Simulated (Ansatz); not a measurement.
# FGe2H6N: the cost of one run

Program: Ansatz 0.2.0, Gaussian basis. Level of theory: the settings change from run to run. These are calculated values, not measurements.

## 1. The relaxed structure

The structure was relaxed beforehand with PBE0-D4 in a triple-zeta def2 set.

10 atoms, charge 0, spin multiplicity 1.

Atoms are counted from 1 here; the program's logs count them from 0.

Bond lengths: F1–Ge2 1.750 Å, Ge2–N3 1.807 Å, Ge2–H5 1.531 Å, Ge2–H6 1.532 Å, N3–Ge4 1.843 Å, N3–H7 1.010 Å, Ge4–H8 1.535 Å, Ge4–H9 1.540 Å, Ge4–H10 1.538 Å. Angles: F1–Ge2–N3 110.3°, F1–Ge2–H5 105.0°, F1–Ge2–H6 105.0°, N3–Ge2–H5 109.4°, N3–Ge2–H6 110.3°, H5–Ge2–H6 116.5°, Ge2–N3–Ge4 125.5°, Ge2–N3–H7 114.8°, Ge4–N3–H7 115.0°, N3–Ge4–H8 105.8°, N3–Ge4–H9 111.8°, N3–Ge4–H10 108.5°, H8–Ge4–H9 110.4°, H8–Ge4–H10 111.0°, H9–Ge4–H10 109.3°.

As a file:

```mol
FGe2H6N
  3D, bonds by distance, orders not assigned

 10  9  0  0  0  0  0  0  0  0999 V2000
    0.6554    1.0379   -2.2593 F   0  0
   -0.3486    1.3163   -0.8530 Ge  0  0
   -0.6887   -0.2442   -0.0072 N   0  0
    0.5203   -1.1957    1.0081 Ge  0  0
    0.4888    2.2176    0.0580 H   0  0
   -1.6466    1.9160   -1.4040 H   0  0
   -1.4301   -0.7946   -0.4161 H   0  0
    1.5418   -0.1672    1.5129 H   0  0
    1.2232   -2.2896    0.1832 H   0  0
   -0.2324   -1.8475    2.1805 H   0  0
  1  2  8  0
  2  3  8  0
  3  4  8  0
  2  5  8  0
  2  6  8  0
  3  7  8  0
  4  8  8  0
  4  9  8  0
  4 10  8  0
M  END
```

## 2. B97/cc-pVDZ

Options: charge +1, multiplicity 2.

Contents of in.yaml:

```yaml
crystal:
  periodic: [false, false, false]
  atoms:
    - {symbol: F, position_ang: [0.655354, 1.037852, -2.259265]}
    - {symbol: Ge, position_ang: [-0.348629, 1.316288, -0.853024]}
    - {symbol: N, position_ang: [-0.688727, -0.244229, -0.007224]}
    - {symbol: Ge, position_ang: [0.520299, -1.195705, 1.008110]}
    - {symbol: H, position_ang: [0.488841, 2.217558, 0.057973]}
    - {symbol: H, position_ang: [-1.646588, 1.916009, -1.404018]}
    - {symbol: H, position_ang: [-1.430081, -0.794568, -0.416103]}
    - {symbol: H, position_ang: [1.541762, -0.167225, 1.512927]}
    - {symbol: H, position_ang: [1.223221, -2.289619, 0.183203]}
    - {symbol: H, position_ang: [-0.232353, -1.847460, 2.180521]}
basis:
  gaussian: {orbitals: cc-pVDZ}
total_charge: 1
magnetization: {spin_polarized: true, initial_magnetization: 1}
hamiltonian: {xc: {name: B97}}
output: {forces: true}
```

Started as:

```sh
ansatz run in.yaml --threads 2 --pin off --events-out ev --progress --plain --max-ram 22528MiB --backend cpu
```

**Question.** How long does this run take on 2 threads of AMD EPYC 7R13, shared host, and how much memory does it need?

About 17 s, with a peak of 0.58 GiB.
